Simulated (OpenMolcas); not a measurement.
# Pt⁴⁺ among point charges: CASSCF and CASPT2 levels and susceptibility

How does a field of 4 point charges split the states of Pt⁴⁺, and what χT follows?

Program: OpenMolcas 26.06. Level of theory: state-averaged CASSCF and CASPT2, spin-orbit coupling by RASSI with atomic mean-field integrals. These are calculated values, not measurements, unless marked.

## Step 1: The atom as given

- Species: Pt⁴⁺ (platinum, Z = 78, 74 electrons)
- Basis: ANO-RCC-VDZP [7s6p4d2f], 59 functions
- Scalar Hamiltonian: DKH2, point nucleus
- Inactive shells: 1s 2s 2p 3s 3p 3d 4s 4p 4d 4f 5s 5p
- Active space: 6 electrons in 5 orbitals (5d)
- Some configurations of this space: 5d⁶
- Orbitals: optimised for each spin and parity, averaged over all roots

The outer shells:

5d6
```
5d [↑↓][↑ ][↑ ][↑ ][↑ ]
```

The ion sits among 4 point charges of -2.5 e arranged as a tetrahedron (Td), 2.07 Å from the ion.

Each step is its own input file, run in one work folder so that later steps find the files of earlier ones. Labels, J, g values, rates, χT and fits are worked out afterwards by a script from the matrices that RASSI stores.

## Step 2: GATEWAY and SEWARD: basis and integrals

The input, a.inp:

```
&GATEWAY
Coord
1

Pt 0.0 0.0 0.0
Basis=ANO-RCC-VDZP
Group=NoSym
NoMove
AngMom=0.0 0.0 0.0
AMFI
XField
4 Angstrom 0
1.195115 1.195115 1.195115 -2.500000
1.195115 -1.195115 -1.195115 -2.500000
-1.195115 1.195115 -1.195115 -2.500000
-1.195115 -1.195115 1.195115 -2.500000
&SEWARD
```

The run is started by

```console
> OMP_NUM_THREADS=1 MOLCAS_MEM=1689 MOLCAS_PROJECT=a pymolcas a.inp > a.log
```

## Step 3: CASSCF: quintets, 5 roots

The input, a.inp:

```
&RASSCF
FileOrb=start.orb
Symmetry=1
Spin=5
nActEl=6 0 0
Inactive=34
Ras2=5
CIRoot=5 5 1
SDav=5
CIMx=300
Iter=120 100
PrWF=0.3
OrbListing=Nothing
MaxOrb=0
>>> COPY $Project.JobIph JOB001
```

start.orb holds the contracted functions of the basis, ordered by shell, or the orbitals of the step before.

## Step 4: CASSCF: triplets, 45 roots

The input, a.inp:

```
&RASSCF
FileOrb=start.orb
Symmetry=1
Spin=3
nActEl=6 0 0
Inactive=34
Ras2=5
CIRoot=45 45 1
SDav=45
CIMx=300
Iter=120 100
PrWF=0.3
OrbListing=Nothing
MaxOrb=0
>>> COPY $Project.JobIph JOB002
```

## Step 5: CASSCF: singlets, 50 roots

The input, a.inp:

```
&RASSCF
FileOrb=start.orb
Symmetry=1
Spin=1
nActEl=6 0 0
Inactive=34
Ras2=5
CIRoot=50 50 1
SDav=50
CIMx=300
Iter=120 100
PrWF=0.3
OrbListing=Nothing
MaxOrb=0
>>> COPY $Project.JobIph JOB003
```

## Step 6: RASSI: spin-orbit coupling between the states

The input, a.inp:

```
&RASSI
NrOfJobIphs=3 5 45 50
1 2 3 4 5
1 2 3 4 5 6 7 8 9 10 11 12 13 14 15 16 17 18 19 20 21 22 23 24 25 26 27
28 29 30 31 32 33 34 35 36 37 38 39 40 41 42 43 44 45
1 2 3 4 5 6 7 8 9 10 11 12 13 14 15 16 17 18 19 20 21 22 23 24 25 26 27
28 29 30 31 32 33 34 35 36 37 38 39 40 41 42 43 44 45 46 47 48 49 50
IphNames
JOB001
JOB002
JOB003
EJob
SpinOrbit
DIPRint=1.0
SOCoupling=1000.0
Subsets=2
Property=9
'ANGMOM' 1 'ANGMOM' 2 'ANGMOM' 3 'MLTPL  1' 1 'MLTPL  1' 2 'MLTPL  1' 3
'AMFI' 1 'AMFI' 2 'AMFI' 3
SOProperty=3
'ANGMOM' 1 'ANGMOM' 2 'ANGMOM' 3
```

## Step 7: CASPT2: IPEA 0.25, imaginary shift 0.1 (closed shells correlated: 4f 5s 5p)

The input, a.inp:

```
>>> COPY JOB001 $Project.JobIph
&CASPT2
Multistate=5 1 2 3 4 5
NoMult
Frozen=23
IPEA=0.25
Imaginary=0.1
MaxIter=60
WThr=0.0 0.3 0.05
PrWF=0.5
NoMix
>>> COPY JOB002 $Project.JobIph
&CASPT2
Multistate=45 1 2 3 4 5 6 7 8 9 10 11 12 13 14 15 16 17 18 19 20 21 22
23 24 25 26 27 28 29 30 31 32 33 34 35 36 37 38 39 40 41 42 43 44 45
NoMult
Frozen=23
IPEA=0.25
Imaginary=0.1
MaxIter=60
WThr=0.0 0.3 0.05
PrWF=0.5
NoMix
>>> COPY JOB003 $Project.JobIph
&CASPT2
Multistate=50 1 2 3 4 5 6 7 8 9 10 11 12 13 14 15 16 17 18 19 20 21 22
23 24 25 26 27 28 29 30 31 32 33 34 35 36 37 38 39 40 41 42 43 44 45 46
47 48 49 50
NoMult
Frozen=23
IPEA=0.25
Imaginary=0.1
MaxIter=60
WThr=0.0 0.3 0.05
PrWF=0.5
NoMix
```

(Steps that only read results are left out.)

**Question.** What will these runs give? Wanted: spin-free ground state; first state of the same spin within the active space; lowest level; next level.

**Answer**, as computed:

| quantity | value |
| --- | --- |
| method | SS-CASPT2, IPEA 0.25, imaginary shift 0.1 (closed shells correlated: 4f 5s 5p) |
| spin-free ground state | 5E, 2-fold in its orbital part |
| first state of the same spin within the active space | 5T2 at 3510 cm⁻¹ |
| lowest level | 1-fold A1 |
| next level | 211.2 cm⁻¹ |
| χT at 300 K | 4.68 cm³ K/mol |
| effective moment at 300 K | 6.12 μB |

Cost by method:

```
                                                 method  time of its own steps  time with the reference
                                              A. CASSCF                   23 s                     23 s
B. SS-CASPT2, IPEA 0.25, imaginary shift 0.1, +4f 5s 5p                   19 s                     42 s
```

Times are of one thread on a shared host.

**Reading.** The spin-free ground state (5E) comes to 100 % from free-ion D terms and keeps the highest spin of the shell. χT at 300 K is 4.68, against 3.01 cm³ K/mol for the spin alone, so orbital moment adds to it. An active space of the d shell alone favours high spin; real ions in strong fields can be low spin. CASPT2 does not keep the components of a term degenerate, and the means are used. An orbital doublet at a regular site is open to a Jahn-Teller distortion, which this geometry leaves out. The field of point charges can differ much from that of real complexes. This is an electrostatic model: the charges have no orbitals.
